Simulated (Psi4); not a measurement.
# GeH2F− (SMILES [F][GeH2-]), step by step

Aim: a geometry optimisation (singlet GeH2F−, BLYP-D3(BJ)/def2-TZVP), then a single-point energy (doublet GeH2F, UBLYP-D3(BJ)/def2-TZVP), then a geometry optimisation (doublet GeH2F, UBLYP-D3(BJ)/def2-TZVP), then a single-point energy (singlet GeH2F−, BLYP-D3(BJ)/def2-TZVP) of FGeH2. 

The calculation is run with Psi4 1.11.

## Step 1: Starting point

The species is GeH2F− (4 atoms), meant as a singlet with charge -1. SMILES: `[F][GeH2-]`. The shape comes from GFN2-xTB, which is rough for such elements, and wasn't checked as a minimum. The run starts from this shape.

Bond lengths: F1–Ge2 1.943 Å. A long bond or contact: Ge2–H4 1.947 Å.

## Step 2: A structure relaxation at BLYP-D3(BJ)/def2-TZVP (density fitting) (run 1)

calc.py reads:

```python
import psi4

psi4.set_memory('1600 MB')
psi4.set_num_threads(1)
psi4.core.set_output_file('psi4.out', False)

m = psi4.geometry("""
-1 1
F      0.083660    -0.585730     1.616660
Ge     0.551710    -0.433670    -0.262640
H     -1.254550    -0.490040    -0.992470
H      0.619180     1.509430    -0.361540
""")

psi4.set_options({
    'basis': 'def2-TZVP',
    'reference': 'rks',
})

E, wfn = psi4.optimize('blyp-d3bj2b', molecule=m, return_wfn=True)
print(f'total energy {E:.8f} hartree = {E * 27.211386:.5f} eV')
m.save_xyz_file('final.xyz', False)
for k, v in sorted(psi4.core.scalar_variables().items()):
    print(f'{k:45s} {v:18.10f}')
```

The run is started by

```console
$ python calc.py
```

psi4.out:

```text
[...]
  Running in c1 symmetry.
[...]
  Nuclear repulsion =   99.273752697918269
[...]
  Multiplicity = 1
[...]
  Nalpha       = 22
  Nbeta        = 22
[...]
    Number of basis functions: 91
[...]
   @DF-RKS iter   1: -2176.17706229196347   -1.62439e+00   3.62277e-02 DIIS/ADIIS
[...]
   @DF-RKS iter   6: -2178.19391394468039   -6.36646e-12   6.55180e-09 DIIS
[...]
  @DF-RKS Final Energy: -2178.19391394468039
   => Energetics <=
    Nuclear Repulsion Energy =            104.1408999357091432
    One-Electron Energy =               -3253.8494470705227286
    Two-Electron Energy =                1061.9764444532272591
    DFT Exchange-Correlation Energy =     -90.4585921339567847
    Empirical Dispersion Energy =          -0.0032191291376160
    VV10 Nonlocal Energy =                  0.0000000000000000
    Total Energy =                      -2178.1939139446803892
[...]
  -Total Gradient:
     Atom            X                  Y                   Z
    ------   -----------------  -----------------  -----------------
       1       -0.000023418215     0.000008950805     0.000036504357
       2       -0.000016111060     0.000038317216    -0.000049589572
       3        0.000021275903     0.000007143389    -0.000011817785
       4       -0.000000363670    -0.000022478815    -0.000020835268
[...]
    Final optimized geometry and variables:
    Molecular point group: c1
    Full point group: C1
    Geometry (in Angstrom), charge = -1, multiplicity = 1:
    F           -0.341487437874    -0.146781322342     1.483115708748
    GE           0.106247220398     0.014837021506    -0.363436241416
    H           -1.460276772925     0.003802826869    -0.913338912774
    H            0.104680709917     1.674901889019    -0.387675770632
[...]
```

It took 20 s on 1 thread of Intel Xeon 6975P-C (Granite Rapids), shared host; peak memory 0.49 GiB.

The path in brief:

```csv
step,energy from the first frame kept (eV),largest force (eV/Å)
0,0.0000,1.6511
1,-0.3829,0.8506
2,-0.4521,0.8966
3,-0.4848,0.1731
4,-0.4878,0.1480
5,-0.4886,0.0341
6,-0.4888,0.0130
7,-0.4888,0.0033
```

After the run. Bond lengths: F1–Ge2 1.907 Å, Ge2–H3 1.660 Å, Ge2–H4 1.660 Å. Angles: F1–Ge2–H3 95.7°, F1–Ge2–H4 95.7°, H3–Ge2–H4 90.1°.

## Step 3: Doublet neutral GeH2F: the energy at UBLYP-D3(BJ)/def2-TZVP (density fitting) (run 2)

job.dat reads:

```
memory 1600 MB

molecule {
  0 2
  F      0.18537835    -1.11654846     3.00043722
  Ge     1.03147299    -0.81113470    -0.48904033
  H     -1.92882834    -0.83198594    -1.52820640
  H      1.02851368     2.32593350    -0.53484730
  units bohr
  symmetry c1
}

set globals {
  basis     def2-TZVP
  reference uks
}

e_tot, wfn = energy("blyp-d3bj", return_wfn=True)
```

The run is started by

```console
$ psi4 -i job.dat -o job.out -n 1
```

job.out:

```text
[...]
  Running in c1 symmetry.
[...]
  Nuclear repulsion =  104.140903591921031
[...]
  Multiplicity = 2
[...]
  Nalpha       = 22
  Nbeta        = 21
[...]
    Number of basis functions: 91
[...]
   @DF-UKS iter   1: -2176.46250934909904   -1.72504e+00   3.47628e-02 ADIIS/DIIS
[...]
   @DF-UKS iter  11: -2178.10808912223911   -1.35196e-08   6.29186e-07 DIIS
[...]
   @S^2 Observed:                7.522460537E-01
[...]
  @DF-UKS Final Energy: -2178.10808912223911
   => Energetics <=
    Nuclear Repulsion Energy =            104.1409035919210311
    One-Electron Energy =               -3241.9379462320785024
    Two-Electron Energy =                1049.8748406705735761
    DFT Exchange-Correlation Energy =     -90.1826680235420213
    Empirical Dispersion Energy =          -0.0032191291127747
    VV10 Nonlocal Energy =                  0.0000000000000000
    Total Energy =                      -2178.1080891222391074
[...]
 Multipole Moments:
 ------------------------------------------------------------------------------------
     Multipole            Electronic (a.u.)      Nuclear  (a.u.)        Total (a.u.)
 ------------------------------------------------------------------------------------
 L = 1.  Multiply by 2.5417464519 to convert [e a0] to [Debye]
 Dipole X            :          2.3736093           -1.9446631            0.4289461
 Dipole Y            :         -1.6629105            1.5731173           -0.0897932
 Dipole Z            :         -1.7794712            0.7881416           -0.9913296
 Magnitude           :                                                    1.0838782
[...]
```

Run time: 5.1 s. Hardware: 1 thread of Intel Xeon 6975P-C (Granite Rapids), shared host; peak memory 0.44 GiB.

## Step 4: Doublet neutral GeH2F: a geometry optimisation at UBLYP-D3(BJ)/def2-TZVP (density fitting) (run 3)

calc.py reads:

```python
import psi4

psi4.set_memory(1600000000)
psi4.set_num_threads(1)
psi4.set_output_file('run.log', False)

molecule = psi4.geometry("""
0 2
F
Ge 1 1.906919
H 2 1.660275 1 95.66013
H 2 1.660243 3 90.05268 1 -95.69515
symmetry c1
""")

psi4.set_options(dict(basis='def2-TZVP', reference='uks'))

e = psi4.optimize("blyp-d3(bj)")
print(f'blyp-d3(bj) energy: {e:.10f} Eh')
print(molecule.to_string(dtype='xyz', units='Angstrom'))
```

The run is started by

```console
$ python calc.py
```

run.log:

```text
[...]
  Running in c1 symmetry.
[...]
  Nuclear repulsion =  104.140904107899587
[...]
  Multiplicity = 2
[...]
  Nalpha       = 22
  Nbeta        = 21
[...]
    Number of basis functions: 91
[...]
   @DF-UKS iter   0: -2178.13233286314289   -2.17813e+03   4.73474e-04
[...]
   @DF-UKS iter   6: -2178.12907359881774   -3.63798e-12   9.14670e-09 DIIS
[...]
   @S^2 Observed:                7.510824377E-01
[...]
  @DF-UKS Final Energy: -2178.12907359881774
   => Energetics <=
    Nuclear Repulsion Energy =            110.7882946240873423
    One-Electron Energy =               -3255.3069784499662092
    Two-Electron Energy =                1056.6412520521223541
    DFT Exchange-Correlation Energy =     -90.2484777504155176
    Empirical Dispersion Energy =          -0.0031640746462600
    VV10 Nonlocal Energy =                  0.0000000000000000
    Total Energy =                      -2178.1290735988177403
[...]
  -Total Gradient:
     Atom            X                  Y                   Z
    ------   -----------------  -----------------  -----------------
       1       -0.000008539304     0.000005075902     0.000006065500
       2       -0.000002495328     0.000001464909     0.000032712208
       3        0.000003423430    -0.000008504922     0.000009926046
       4        0.000009131550     0.000001059707     0.000009931702
[...]
    Final optimized geometry and variables:
    Molecular point group: c1
    Full point group: C1
    Geometry (in Angstrom), charge = 0, multiplicity = 2:
    F
    GE            1    1.783624
    H             2    1.571202      1  104.561410
    H             2    1.571202      3  112.575652      1 -112.911989
[...]
```

Standard output:

```text
Optimizer: Optimization complete!
blyp-d3(bj) energy: -2178.1290735988 Eh
4
0 2 FGeH2
F                    -0.014186515594     0.008438729855    -1.435072836001
Ge                   -0.014186515594     0.008438729855     0.348550963853
H                    -0.014186515594    -1.512294076640     0.743578636275
H                     1.322156690564     0.734258984694     0.743578856908
```

Wall time 32 s (1 thread of Intel Xeon 6975P-C (Granite Rapids), shared host); peak memory 0.49 GiB.

Steps, from the record of the run:

```csv
step,energy from the first frame kept (eV),largest force (eV/Å)
0,0.0000,3.3708
1,-0.3399,1.9749
2,-0.4651,0.7344
3,-0.5422,0.5300
4,-0.5684,0.1211
5,-0.5708,0.0459
6,-0.5710,0.0157
7,-0.5710,0.0045
8,-0.5710,0.0017
```

After the run. Bond lengths: F1–Ge2 1.784 Å, Ge2–H3 1.571 Å, Ge2–H4 1.571 Å. Angles: F1–Ge2–H3 104.6°, F1–Ge2–H4 104.6°, H3–Ge2–H4 112.6°.

## Step 5: A single-point energy at BLYP-D3(BJ)/def2-TZVP (density fitting) (run 4)

fgeh2.xyz reads:

```xyz
4
FGeH2
F      0.111327    -0.579705     1.495171
Ge     0.530112    -0.428537    -0.231989
H     -0.854417    -0.417987    -0.974714
H      1.281605     0.947270    -0.337300
```

run.py reads:

```python
import psi4

psi4.set_memory('1600 MB')
psi4.set_num_threads(1)
psi4.set_output_file('fgeh2.out', False)

with open('fgeh2.xyz') as f:
    atoms = ''.join(f.readlines()[2:])
m = psi4.geometry('-1 1\n' + atoms + '')

psi4.set_options({
    'basis': 'def2-TZVP',
    'reference': 'rks',
})

energy_value, wavefunction = psi4.energy('blyp-d3bj', return_wfn=True)
print(f'blyp-d3bj energy: {energy_value:.10f} Eh')
```

The run is started by

```console
$ python run.py
```

fgeh2.out:

```text
[...]
  Running in c1 symmetry.
[...]
  Nuclear repulsion =  110.788291271647665
[...]
  Multiplicity = 1
[...]
  Nalpha       = 22
  Nbeta        = 22
[...]
    Number of basis functions: 91
[...]
   @DF-RKS iter   1: -2176.19091341309695   -1.29582e+00   3.63595e-02 DIIS/ADIIS
[...]
   @DF-RKS iter  10: -2178.16909984893755   -1.43629e-07   5.99977e-07 DIIS
[...]
  @DF-RKS Final Energy: -2178.16909984893755
   => Energetics <=
    Nuclear Repulsion Energy =            110.7882912716476653
    One-Electron Energy =               -3267.1565091072116047
    Two-Electron Energy =                1068.7079069626352066
    DFT Exchange-Correlation Energy =     -90.5056249013293410
    Empirical Dispersion Energy =          -0.0031640746798519
    VV10 Nonlocal Energy =                  0.0000000000000000
    Total Energy =                      -2178.1690998489375488
[...]
 Multipole Moments:
 ------------------------------------------------------------------------------------
     Multipole            Electronic (a.u.)      Nuclear  (a.u.)        Total (a.u.)
 ------------------------------------------------------------------------------------
 L = 1.  Multiply by 2.5417464519 to convert [e a0] to [Debye]
 Dipole X            :          0.9484680           -0.9626729           -0.0142049
 Dipole Y            :         -1.2949104            1.3111236            0.0162132
 Dipole Z            :         -0.4048729            0.4177407            0.0128678
 Magnitude           :                                                    0.0251043
[...]
```

Standard output:

```text
blyp-d3bj energy: -2178.1690998489 Eh
```

Run time: 4.2 s. Hardware: 1 thread of Intel Xeon 6975P-C (Granite Rapids), shared host; peak memory 0.46 GiB.

## Step 6: Outcome

| quantity | value |
| --- | --- |
| run 1, BLYP-D3(BJ)/def2-TZVP: total energy at the end | -2178.19391 Eh |
| run 1, BLYP-D3(BJ)/def2-TZVP: HOMO energy | 0.97 eV |
| run 1, BLYP-D3(BJ)/def2-TZVP: LUMO energy | 4.85 eV |
| run 1, BLYP-D3(BJ)/def2-TZVP: HOMO–LUMO gap (to an unbound level, set by the basis) | 3.89 eV |
| run 1, BLYP-D3(BJ)/def2-TZVP: dispersion energy | -8.45 kJ/mol |
| doublet neutral GeH2F, run 2: total energy | -2178.10809 Eh |
| doublet neutral GeH2F, run 2: dipole moment | 2.75 D |
| doublet neutral GeH2F, run 2: HOMO energy (highest over α and β) | -6.66 eV |
| doublet neutral GeH2F, run 2: LUMO energy (lowest over α and β) | -5.65 eV |
| doublet neutral GeH2F, run 2: dispersion energy | -8.45 kJ/mol |
| doublet neutral GeH2F, run 2: ⟨S²⟩ | 0.752 |
| doublet neutral GeH2F, run 3: total energy at the end | -2178.12907 Eh |
| doublet neutral GeH2F, run 3: dipole moment | 2.04 D |
| doublet neutral GeH2F, run 3: HOMO energy (highest over α and β) | -5.53 eV |
| doublet neutral GeH2F, run 3: LUMO energy (lowest over α and β) | -4.39 eV |
| doublet neutral GeH2F, run 3: dispersion energy | -8.31 kJ/mol |
| doublet neutral GeH2F, run 3: ⟨S²⟩ | 0.751 |
| run 4, BLYP-D3(BJ)/def2-TZVP: total energy | -2178.16910 Eh |
| run 4, BLYP-D3(BJ)/def2-TZVP: HOMO energy | 2.21 eV |
| run 4, BLYP-D3(BJ)/def2-TZVP: LUMO energy | 5.31 eV |
| run 4, BLYP-D3(BJ)/def2-TZVP: HOMO–LUMO gap (to an unbound level, set by the basis) | 3.10 eV |
| run 4, BLYP-D3(BJ)/def2-TZVP: dispersion energy | -8.31 kJ/mol |
| adiabatic ionisation energy (to the doublet neutral, no zero-point term) | 1.764 eV |

The adiabatic ionisation energy (to the doublet neutral, no zero-point term) is 1.76 eV (170 kJ/mol). The optimisation (run 1, BLYP-D3(BJ)/def2-TZVP) took 8 steps and changed the energy by -0.489 eV. The HOMO (run 1, BLYP-D3(BJ)/def2-TZVP) lies at positive energy, 0.97 eV, as semi-local functionals often give for anions; only total energies tell whether the electron is bound. The optimisation (doublet neutral GeH2F, run 3) took 9 steps and changed the energy by -0.571 eV. The HOMO (run 4, BLYP-D3(BJ)/def2-TZVP) lies at positive energy, 2.21 eV, as semi-local functionals often give for anions; only total energies tell whether the electron is bound.
